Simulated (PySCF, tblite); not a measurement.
**C₃H₇F₂Si₂ radical: geometry, infrared bands and EPR parameters**

Aim: predict the infrared bands and EPR parameters of C₃H₇F₂Si₂ radical (`[H]/[C]=C(\[SiH2][SiH3])C(F)F`).

The runs use tblite 0.8.0 and PySCF 2.14.0, with density-fitted response routines of our own; the level of theory stands in each step. All values are computed, except where a source is named. Atoms count from 0, in the outputs and in this text.

## 1. The starting structure

14 atoms, charge 0, multiplicity 2; geometry from: force field or distance geometry start.

Bonds of the start (Å): C0–C1 1.32, C1–Si2 1.82, Si2–Si3 2.33, C1–C4 1.48, C4–F5 1.36, C4–F6 1.37, C0–H7 1.06, Si2–H8 1.49, Si2–H9 1.50, Si3–H10 1.49, Si3–H11 1.49, Si3–H12 1.47, C4–H13 1.10.

## 2. Optimising the geometry with GFN2-xTB

What the job is given:

```
{"job": {"kind": "relax", "xc": "GFN2-xTB", "basis": "xTB"}, "charge": 0, "multiplicity": 2}
C      0.933700    -2.027200     1.000400
C      0.773100    -0.869700     0.392300
Si    -0.503400     0.253200     1.053900
Si    -1.734500     1.293500    -0.627200
C      1.579100    -0.412600    -0.760400
F      1.948400     0.889800    -0.646100
F      0.853700    -0.489200    -1.917400
H      1.047600    -2.960100     1.497500
H      0.133300     1.274400     1.924800
H     -1.450300    -0.507900     1.931200
H     -2.423000     0.271000    -1.467800
H     -2.782100     2.162200    -0.023300
H     -0.869400     2.128500    -1.473800
H      2.493000    -1.006500    -0.906200
```

Command:

```bash
$ OMP_NUM_THREADS=1 python probes_run.py task.json out
```

The driver reads the jobs from task.json and runs them one after another.

What it wrote:

```text
step      E/eV     max force
  0    -619.55966    3.603
  1    -619.69476    3.462
  2    -619.77112    0.819
  3    -619.78659    0.434
  4    -619.80924    0.465
  5    -619.81635    0.439
  6    -619.83907    0.485
  7    -619.85838    0.713
  8    -619.89393    0.749
  9    -619.91810    0.394
 10    -619.93377    0.283
 11    -619.95187    0.261
 12    -619.96182    0.271
 13    -619.97091    0.311
 14    -619.97911    0.305
 15    -619.98964    0.251
 16    -619.99728    0.193
 17    -620.00420    0.202
 18    -620.01181    0.223
 19    -620.02035    0.234
 20    -620.02546    0.167
 21    -620.02776    0.207
 22    -620.02881    0.088
 23    -620.02991    0.110
 24    -620.03140    0.137
 25    -620.03275    0.169
 26    -620.03372    0.116
 27    -620.03432    0.057
 28    -620.03472    0.055
 29    -620.03500    0.077
 30    -620.03524    0.070
 31    -620.03549    0.058
 32    -620.03572    0.053
 33    -620.03593    0.065
 34    -620.03612    0.067
 35    -620.03632    0.050
 36    -620.03652    0.047
 37    -620.03671    0.039
 38    -620.03684    0.040
 39    -620.03695    0.033
 40    -620.03707    0.036
 41    -620.03720    0.028
 42    -620.03732    0.038
 43    -620.03741    0.033
 44    -620.03749    0.025
 45    -620.03757    0.029
 46    -620.03765    0.028
 47    -620.03772    0.024
 48    -620.03776    0.016
 49    -620.03782    0.025
 50    -620.03789    0.032
 51    -620.03798    0.029
 52    -620.03806    0.020
 53    -620.03810    0.014
 54    -620.03813    0.015
 55    -620.03817    0.016
 56    -620.03820    0.016
 57    -620.03824    0.022
 58    -620.03829    0.026
 59    -620.03838    0.028
 60    -620.03850    0.034
 61    -620.03861    0.029
 62    -620.03869    0.016
 63    -620.03872    0.017
 64    -620.03876    0.017
 65    -620.03881    0.024
 66    -620.03888    0.024
 67    -620.03894    0.018
 68    -620.03898    0.021
 69    -620.03901    0.020
 70    -620.03905    0.017
 71    -620.03910    0.017
 72    -620.03913    0.015
 73    -620.03915    0.013
 74    -620.03917    0.013
 75    -620.03921    0.022
 76    -620.03928    0.029
 77    -620.03936    0.025
 78    -620.03941    0.016
 79    -620.03944    0.018
 80    -620.03947    0.018
 81    -620.03951    0.021
 82    -620.03960    0.029
 83    -620.03970    0.027
 84    -620.03977    0.017
 85    -620.03981    0.015
 86    -620.03983    0.015
 87    -620.03987    0.017
 88    -620.03993    0.021
 89    -620.03999    0.018
 90    -620.04004    0.017
 91    -620.04007    0.018
 92    -620.04010    0.019
 93    -620.04014    0.020
 94    -620.04021    0.020
 95    -620.04028    0.015
 96    -620.04032    0.010
 97    -620.04034    0.011
 98    -620.04034    0.010
 99    -620.04035    0.009
```

Run time: 0.54 s. Hardware: 1 thread of Arm Neoverse V2, shared host.

Step by step: (not every step is listed)

| step | energy from step 0 (eV) | largest force (eV/Å) |
| --- | --- | --- |
| 0 | 0.0000 | 3.6027 |
| 1 | -0.1351 | 3.4618 |
| 2 | -0.2115 | 0.8191 |
| 3 | -0.2269 | 0.4341 |
| 4 | -0.2496 | 0.4652 |
| 5 | -0.2567 | 0.4393 |
| 6 | -0.2794 | 0.4845 |
| 7 | -0.2987 | 0.7130 |
| 8 | -0.3343 | 0.7486 |
| 16 | -0.4376 | 0.1931 |
| 24 | -0.4717 | 0.1366 |
| 32 | -0.4761 | 0.0532 |
| 40 | -0.4774 | 0.0364 |
| 48 | -0.4781 | 0.0161 |
| 56 | -0.4785 | 0.0163 |
| 64 | -0.4791 | 0.0169 |
| 72 | -0.4795 | 0.0146 |
| 80 | -0.4798 | 0.0179 |
| 88 | -0.4803 | 0.0211 |
| 94 | -0.4805 | 0.0196 |
| 95 | -0.4806 | 0.0154 |
| 96 | -0.4807 | 0.0105 |
| 97 | -0.4807 | 0.0110 |
| 98 | -0.4807 | 0.0105 |
| 99 | -0.4807 | 0.0088 |

Close pairs (by a distance rule), those that changed most:

```
   bond  before (Å)  after (Å)  change (Å)
 C1–Si2       1.824      1.955      +0.130
  C0–C1       1.317      1.285      -0.032
 Si2–H9       1.499      1.470      -0.029
Si3–H10       1.492      1.464      -0.028
Si3–H11       1.489      1.468      -0.020
 Si2–H8       1.485      1.469      -0.016
  C1–C4       1.479      1.494      +0.015
Si2–Si3       2.329      2.318      -0.011
```

The next job starts from the end point, and lists it.

## 3. Harmonic vibrations with GFN2-xTB

What the job is given:

```
{"job": {"kind": "ir", "xc": "GFN2-xTB", "basis": "xTB"}, "charge": 0, "multiplicity": 2}
C      1.015370    -2.146553     0.843340
C      0.805821    -0.964040     0.386582
Si    -0.499303     0.302755     1.102561
Si    -1.701169     1.227908    -0.650783
C      1.555459    -0.382742    -0.767939
F      1.877500     0.920491    -0.540335
F      0.778179    -0.361386    -1.889923
H      0.573925    -2.731692     1.617976
H      0.324971     1.227410     1.892639
H     -1.243909    -0.508967     2.075410
H     -2.226611     0.199255    -1.550817
H     -2.842009     1.967319    -0.095593
H     -0.899957     2.171235    -1.429082
H      2.481055    -0.921465    -1.016201
```

What it wrote:

```text
mode    cm-1     km/mol
  1      39.3      0.48
  2      54.6      3.34
  3      90.4      0.95
  4     101.1      0.02
  5     156.0      9.04
  6     194.3      1.92
  7     296.9     11.63
  8     353.8     44.73
  9     429.2      3.98
 10     439.2     22.17
 11     452.9     10.59
 12     472.3     13.16
 13     488.3      4.18
 14     552.9     10.98
 15     576.6     14.92
 16     598.7     16.89
 17     655.6    327.17
 18     738.3      8.16
 19     744.8    599.61
 20     770.6    294.40
 21     796.9    123.82
 22     804.7    108.11
 23     817.2    102.92
 24     978.9    196.74
 25    1007.4     16.05
 26    1091.9    106.82
 27    1248.9     10.43
 28    1257.7     43.20
 29    1735.5     10.04
 30    2198.0    285.82
 31    2211.9     92.47
 32    2213.6    343.71
 33    2252.9    314.25
 34    2273.2    313.66
 35    2904.3     38.71
 36    3178.2     25.31
```

Wall time 0.4 s (1 thread of Arm Neoverse V2, shared host).

Which atoms move in the most intense modes:

```csv
cm⁻¹,km/mol,atoms
656,327.2,"H9 50 %, H8 25 %"
745,599.6,"H7 36 %, H10 14 %, H12 13 %, C0 11 %"
771,294.4,"H7 29 %, H10 14 %, H12 14 %"
979,196.7,"C4 62 %, F6 23 %"
2198,285.8,"H9 52 %, H8 41 %"
2214,343.7,H11 95 %
2253,314.2,H10 93 %
2273,313.7,H12 95 %
```

## 4. g tensor and hyperfine couplings: B3LYP/pcH-1

Same as in step 3 but for these lines:

```diff
@@ -1,2 +1,2 @@
-{"job": {"kind": "ir", "xc": "GFN2-xTB", "basis": "xTB"}, "charge": 0, "multiplicity": 2}
+{"job": {"kind": "epr", "basis": "pcH-1"}, "charge": 0, "multiplicity": 2}
 C      1.015370    -2.146553     0.843340
```

With the program's defaults for keys left out, this is: UKS B3LYP, pcH-1 on C F H Si, non-relativistic, mean-field spin-orbit, GIAO.

What it wrote:

```text
UKS, coarse grid
  cycle   1  E = -897.03842304  |g| = 5.35e-01
  cycle   2  E = -896.94462709  |g| = 7.90e-01
  cycle   3  E = -897.13249928  |g| = 6.86e-02
  cycle   4  E = -897.13351113  |g| = 4.94e-02
  cycle   5  E = -897.13466456  |g| = 1.37e-02
  cycle   6  E = -897.13476774  |g| = 6.60e-03
  cycle   7  E = -897.13480654  |g| = 1.87e-03
  cycle   8  E = -897.13481646  |g| = 9.49e-04
UKS, final grid
  cycle   1  E = -897.13482804  |g| = 8.44e-04
  cycle   2  E = -897.13482850  |g| = 9.61e-04
  cycle   3  E = -897.13482895  |g| = 2.77e-04
  cycle   4  E = -897.13482907  |g| = 2.28e-04
  cycle   5  E = -897.13482918  |g| = 1.03e-04
  cycle   6  E = -897.13482919  |g| = 1.53e-05
E = -897.13482919 Eh   <S^2> = 0.7583 (exact 0.7500)
g shifts (ppm)      1          2          3
  rmc          -154       -154       -154
  gc             13        -19          4
  oz_so        -557         54        240
  total        -698       -119         90
hyperfine (MHz)  atom isotope    a_iso     a_fc   dipolar eigenvalues
    0   13C     288.70     288.85    -76.43    -56.81    133.24
    1   13C     -30.37     -30.36    -19.27     -0.68     19.95
    2  29Si     -89.64     -89.80    -30.44     14.79     15.65
    3  29Si      -9.32      -9.34     -3.57      1.56      2.01
    4   13C      85.70      85.70     -5.68     -4.88     10.56
    5   19F      -7.93      -7.95     -2.66     -0.25      2.91
    6   19F     -13.43     -13.44     -3.96      0.74      3.22
    7    1H      63.83      63.84    -29.53     -8.01     37.55
    8    1H       0.59       0.58     -2.44     -0.62      3.06
    9    1H      -4.36      -4.36     -3.27     -1.22      4.49
   10    1H      -0.91      -0.91     -0.94     -0.43      1.37
   11    1H      11.83      11.83     -0.77     -0.19      0.96
   12    1H      -0.24      -0.24     -0.77     -0.39      1.16
   13    1H      -1.25      -1.25     -5.61     -2.14      7.75
```

Run time: 67 s. Hardware: 1 thread of Arm Neoverse V2, shared host; peak memory 1.1 GiB.

Principal g values 2.00162, 2.00220, 2.00241; g(iso) = 2.00208, against 2.00232 for a free electron.

Mean a(iso) over the nuclei that a row names, and the largest dipolar term of the row (other rows stand at the frozen geometry):

```csv
nuclei,isotope,a(iso) (MHz),"a(iso) (G, at g = 2.0023)",largest dipolar term (MHz)
C0,13C,288.7,103.0,133.2
Si2,29Si,-89.6,-32.0,-30.4
C4,13C,85.7,30.6,10.6
H7,1H,63.8,22.8,37.5
C1,13C,-30.4,-10.8,19.9
"F5, F6",19F,-10.7,-3.8,-4.0
Si3,29Si,-9.3,-3.3,-3.6
"H10, H11, H12",1H,3.6,1.3,1.4
"H8, H9",1H,-1.9,-0.7,4.5
H13,1H,-1.3,-0.4,7.8
```

Mulliken spin populations:

C0 0.96; C1 -0.15; Si2 0.11; Si3 0.01; C4 0.04; F5 0.00; F6 0.00; H7 0.01; H8 0.00; H9 0.00; H10 0.00; H11 0.01; H12 0.00; H13 0.01

In first order the couplings over 0.8 MHz of 1H, 19F give 144 distinct lines over 36.1 G, if the averaged nuclei exchange fast.

The fields below are evaluated on a grid from the run's orbitals.

ELF in a plane through or near 6 of the atoms.

Ten even steps from ' ' (0.00) to '@' (1.00):
```
                                                        
                                                        
                        ..==++--                        
                        ##@@@@@@##..                    
              ::::      @@@@@@@@%%::                    
            ::####--    %%@@@@@@%%..      ....          
            --##%%**..  --%%@@%%++::  ..++@@@@%%--      
          ::==****++--::----..::****--==@@@@@@@@##      
        ::++####++##%%**%%**..--@@@@==**@@@@@@@@@@::    
        --**%%%%##%%::**##%%++%%@@::##--**@@@@@@##..    
        ..==++==--==++++**--::**##..%%++::####++::      
                ..==####**..    ::++==**##--..          
            ..%%@@@@++::++==::    %%@@@@@@##..          
            ##@@@@@@%%==**++==    ##@@@@@@##..          
            ==@@@@@@--..--++--    ::%%@@%%==            
              ++%%==    ::--..      ----::              
                                                        
                                                        
                                                        
                                                        
```
The map spans 12.0 Å across and 10.1 Å up, centred on the molecule. Atoms in the plane (x, y in Å): C1 (-1.3, 0.2), Si3 (2.2, -0.1), C4 (-1.2, -1.3), H9 (0.2, 2.5), H11 (3.4, 0.7), H13 (-2.2, -1.8).

On the surface of density 0.002 e/bohr³ the electrostatic potential runs, from the 1st to the 99th percentile, from -0.73 V near F6 to 1.33 V near H7.

The spin density lies nearest to C0 67 %; C1 9 % (both signs); H7 8 %; Si2 6 %.

## 5. Results

```
                                 quantity                 value
strongest single infrared mode (GFN2-xTB)  745 cm⁻¹, 600 km/mol
             zero-point energy (GFN2-xTB)         50.3 kcal/mol
                           g(iso) (B3LYP)               2.00208
                                     ⟨S²⟩    0.758 (exact 0.75)
       largest a(iso) (averaged by class)  13C on C0, 288.7 MHz
    surface potential, 1st and 99th percentile    -0.73 V and 1.33 V
```

In words: The optimisation took 99 steps and gained 0.481 eV; among the close pairs (by a distance rule), C1–Si2 changed most, from 1.824 to 1.955 Å. No mode is imaginary among the 36: a minimum at this level. The strongest single mode, at 745 cm⁻¹, has its largest shares on H7, H10, H12 and C0 (the list is cut at 4 atoms). GFN2-xTB is a fitted tight-binding method: band positions and strengths are rough. Its intensities can rank the bands wrongly. Most of the unpaired spin sits on C0 (0.96 e). The isotropic g lies 0.2 ppt below the free-electron value.
